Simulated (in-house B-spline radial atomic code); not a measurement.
# Hf⁵⁶⁺: excited configurations

Aim: the energies of several excited configurations of Hf⁵⁶⁺ above a reference configuration, each from its own self-consistent run.

Method: Dirac-Hartree-Fock, average of configuration, Fermi nucleus, basis-set limit. Code: in-house B-spline radial atomic code version 1.

## (1) Starting point

- element: hafnium (Z = 72)
- charge: +56
- electrons: 16
- configuration: [Ne] 3s2 3p4
- Hamiltonian: Dirac-Coulomb
- nucleus: Fermi, rms radius 5.347 fm

The outer shells:

[Ne] 3s2 3p4
```
[Ne] core
3s [↑↓]
3p [↑↓][↑ ][↑ ]
```

The boxes only draw the lowest term's filling; these runs average over all states of the configuration.

The run's settings:

```ini
Z = 72
electrons = 16.0
configuration = [Ne] 3s2 3p4
hamiltonian = dirac
method = hf
spin_polarised = False
nucleus = fermi
rms_radius = 5.347
mass_number = 180
atomic_mass = 179.946559537
speed_of_light = 137.035999084
```

The reference is known from an earlier run: -11773.273009 hartree in all. Up to eight levels, counted from the top:

| orbital | occupation | energy (eV) | <r> (bohr) |
| --- | --- | --- | --- |
| 1s1/2 | 2 | -69988.4 | 0.01898 |
| 2s1/2 | 2 | -15437.2 | 0.07876 |
| 2p1/2 | 2 | -14940.7 | 0.06539 |
| 2p3/2 | 4 | -13719.6 | 0.07280 |
| 3s1/2 | 2 | -6097.83 | 0.1925 |
| 3p1/2 | 1.33333 | -5914.82 | 0.1814 |
| 3p3/2 | 2.66667 | -5599.45 | 0.1925 |

## (2) Configuration [Ne] 3s1 3p4 4f1

The run's settings:

```ini
Z = 72
electrons = 16.0
configuration = [Ne] 3s1 3p4 4f1
hamiltonian = dirac
method = hf
spin_polarised = False
nucleus = fermi
rms_radius = 5.347
mass_number = 180
atomic_mass = 179.946559537
speed_of_light = 137.035999084
```

## (3) [He] 2s2 2p5 3s2 3p5

Changes to the settings of step 2:

```diff
@@ -2,3 +2,3 @@
 electrons = 16.0
-configuration = [Ne] 3s1 3p4 4f1
+configuration = [He] 2s2 2p5 3s2 3p5
 hamiltonian = dirac
```

## (4) Configuration [Ne] 3s2 3p3 4d1

Changes to the settings of step 3:

```diff
@@ -2,3 +2,3 @@
 electrons = 16.0
-configuration = [He] 2s2 2p5 3s2 3p5
+configuration = [Ne] 3s2 3p3 4d1
 hamiltonian = dirac
```

## (5) Configuration [Ne] 3s1 3p4 6s1

Changes to the settings of step 4:

```diff
@@ -2,3 +2,3 @@
 electrons = 16.0
-configuration = [Ne] 3s2 3p3 4d1
+configuration = [Ne] 3s1 3p4 6s1
 hamiltonian = dirac
```

## (6) [He] 2s2 2p5 3s2 3p4 5g1

Changes to the settings of step 5:

```diff
@@ -2,3 +2,3 @@
 electrons = 16.0
-configuration = [Ne] 3s1 3p4 6s1
+configuration = [He] 2s2 2p5 3s2 3p4 5g1
 hamiltonian = dirac
```

Q: How far above the reference does each configuration lie (order and size, in eV)?

The runs gave:

| net move | configuration | energy above the reference (eV) | with Breit, QED, recoil (eV) | largest <r> (bohr) |
| --- | --- | --- | --- | --- |
| 3p → 4d | [Ne] 3s2 3p3 4d1 | 2789.42 | 2783.51 | 0.348 |
| 3s → 4f | [Ne] 3s1 3p4 4f1 | 3278.92 | 3269.04 | 0.306 |
| 3s → 6s | [Ne] 3s1 3p4 6s1 | 4737.07 | 4728.12 | 0.854 |
| 2p → 3p | [He] 2s2 2p5 3s2 3p5 | 8362.31 | 8339.48 | 0.195 |
| 2p → 5g | [He] 2s2 2p5 3s2 3p4 5g1 | 12341.7 | 12313.0 | 0.478 |

Quantum defects of the promoted electron, δ = n − ζ/√(−2ε) with ζ = 57 and ε its orbital energy in hartree:

| promotion | δ |
| --- | --- |
| 3p → 4d | 0.105 |
| 3s → 4f | 0.040 |
| 3s → 6s | 0.343 |
| 2p → 5g | 0.012 |

At the bottom stands 3p → 4d (2789.42 eV), at the top 2p → 5g (12341.7 eV). Koopmans' estimate of the ionisation threshold is 5599.45 eV; 2 configurations exceed it and could autoionise. The defect is largest for 6s (0.34) and least for 5g (0.01): low angular momentum penetrates the core, high angular momentum stays outside it. Two partly filled shells share a symmetry and can mix in the average, which may lower the energy, for: 3s → 6s; 2p → 3p; 2p → 5g. These are averages over configurations, without correlation, not spectroscopic levels.
